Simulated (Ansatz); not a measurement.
**F₃H₄NO₂Si₂: ionisation energy by level of theory**

The task here is to estimate one member of a computed series from the others.

Program: Ansatz 0.2.0, Gaussian basis. Level of theory: unrestricted cation, the program's frozen cores in correlated methods. These are calculated values, not measurements.

The runs, in order: UKS PBE-D4/def2-TZVPP; UKS r2SCAN-D4/def2-TZVPP; UKS PBE0-D4/def2-TZVPP; UKS B3LYP-D4/def2-TZVPP; UKS wB97X-V/def2-TZVPP; UKS wB97M-V/def2-TZVPP; UKS B2PLYP/def2-TZVPP; UHF-CCSD(T)/def2-TZVPP; UHF-MP2/def2-QZVPP; extrapolation to the limit; then −ε(HOMO) from the neutral's earlier runs with LDA (SPW92), PBE-D4, revPBE-D4, BLYP-D4, r2SCAN-D4, B97M-V, PBE0-D4, B3LYP-D4, r2SCANh-D4, r2SCAN0-D4, HSE06-D4, BHLYP-D4, CAM-B3LYP-D4, LC-ωPBE, ωB97X-V, ωB97M-V.

## Structure used throughout

The geometry comes from an earlier relaxation with PBE0-D4 in a triple-zeta def2 set; it is a stationary point, not always the lowest conformer.

SMILES `O[SiH](O)N[Si](F)(F)F`, 12 atoms, charge 0, spin multiplicity 1.

Atoms are counted from 1 here; the program's logs count them from 0.

Bond lengths: O1–Si2 1.631 Å, O1–H9 0.960 Å, Si2–O3 1.636 Å, Si2–N4 1.724 Å, Si2–H10 1.476 Å, O3–H11 0.958 Å, N4–Si5 1.680 Å, N4–H12 1.011 Å, Si5–F6 1.580 Å, Si5–F7 1.575 Å, Si5–F8 1.574 Å. Angles: Si2–O1–H9 118.9°, O1–Si2–O3 116.2°, O1–Si2–N4 108.1°, O1–Si2–H10 104.5°, O3–Si2–N4 103.8°, O3–Si2–H10 110.1°, N4–Si2–H10 114.5°, Si2–O3–H11 117.7°, Si2–N4–Si5 128.1°, Si2–N4–H12 116.1°, Si5–N4–H12 115.7°, N4–Si5–F6 111.8°, N4–Si5–F7 109.5°, N4–Si5–F8 113.8°, F6–Si5–F7 108.2°, F6–Si5–F8 105.4°, F7–Si5–F8 107.8°.

Geometry (Å):

```mol
F3H4NO2Si2
  3D, bonds by distance, orders not assigned

 12 11  0  0  0  0  0  0  0  0999 V2000
   -0.9481   -1.6135    0.2424 O   0  0
    0.3660   -1.0391   -0.5339 Si  0  0
    0.2917   -1.0272   -2.1685 O   0  0
    0.5501    0.6243   -0.1180 N   0  0
   -0.1618    1.4593    1.1541 Si  0  0
   -1.7288    1.2577    1.1839 F   0  0
    0.1337    2.9986    1.0041 F   0  0
    0.3456    1.0084    2.5738 F   0  0
   -1.7799   -1.1419    0.1591 H   0  0
    1.4700   -1.9078   -0.0820 H   0  0
    0.4352   -1.8564   -2.6270 H   0  0
    1.1033    1.1823   -0.7540 H   0  0
  1  2  8  0
  2  3  8  0
  2  4  8  0
  4  5  8  0
  5  6  8  0
  5  7  8  0
  5  8  8  0
  1  9  8  0
  2 10  8  0
  3 11  8  0
  4 12  8  0
M  END
```

Set-up of the first run:

The input, in.yaml:

```yaml
crystal:
  periodic: [false, false, false]
  atoms:
    - {symbol: O, position_ang: [-0.948139, -1.613467, 0.242422]}
    - {symbol: Si, position_ang: [0.365995, -1.039137, -0.533891]}
    - {symbol: O, position_ang: [0.291746, -1.027181, -2.168511]}
    - {symbol: N, position_ang: [0.550120, 0.624259, -0.118048]}
    - {symbol: Si, position_ang: [-0.161823, 1.459290, 1.154071]}
    - {symbol: F, position_ang: [-1.728780, 1.257692, 1.183936]}
    - {symbol: F, position_ang: [0.133715, 2.998630, 1.004080]}
    - {symbol: F, position_ang: [0.345565, 1.008416, 2.573810]}
    - {symbol: H, position_ang: [-1.779947, -1.141851, 0.159092]}
    - {symbol: H, position_ang: [1.469962, -1.907789, -0.081985]}
    - {symbol: H, position_ang: [0.435212, -1.856356, -2.626979]}
    - {symbol: H, position_ang: [1.103277, 1.182293, -0.753998]}
basis:
  gaussian: {orbitals: def2-TZVPP}
total_charge: 1
magnetization: {spin_polarized: true, initial_magnetization: 1}
hamiltonian: {xc: pbe, dispersion: d4}
```

Steps of the session up to this table: Cation, UKS PBE-D4/def2-TZVPP; Cation, UKS r2SCAN-D4/def2-TZVPP; Cation, UKS PBE0-D4/def2-TZVPP; Cation, UKS B3LYP-D4/def2-TZVPP; Cation, UKS wB97X-V/def2-TZVPP; Cation, UKS wB97M-V/def2-TZVPP; Cation, UKS B2PLYP (frozen core)/def2-TZVPP; Cation, UHF-CCSD(T)/def2-TZVPP; Cation, UHF-MP2/def2-QZVPP.

One of the session's tables, all rows but one given; the rest of the session is left out.

It belongs to the step «Ionisation energies side by side». Orbital estimates, from the neutral's runs:

| functional | −ε(HOMO) (eV) |
| --- | --- |
| LDA (SPW92) | 7.49 |
| PBE-D4 | 7.29 |
| revPBE-D4 | 7.21 |
| BLYP-D4 | 7.15 |
| r2SCAN-D4 | ? |
| B97M-V | 7.72 |
| PBE0-D4 | 8.80 |
| B3LYP-D4 | 8.53 |
| r2SCANh-D4 | 8.20 |
| r2SCAN0-D4 | 9.04 |
| HSE06-D4 | 8.39 |
| BHLYP-D4 | 10.21 |
| CAM-B3LYP-D4 | 10.25 |
| LC-ωPBE | 11.66 |
| ωB97X-V | 11.27 |
| ωB97M-V | 11.16 |

**Question.** Estimate the row for r2SCAN-D4.

Worked estimate for «−ε(HOMO) (eV)». Against the share of exact exchange, r2SCANh-D4 (0.1, 8.20), r2SCAN0-D4 (0.25, 9.04) give a slope of 5.60 per unit share; at 0 the line stands at 7.64.

**Answer.** −ε(HOMO) (eV): 7.63. In «−ε(HOMO) (eV)» the line misses by +0.01.
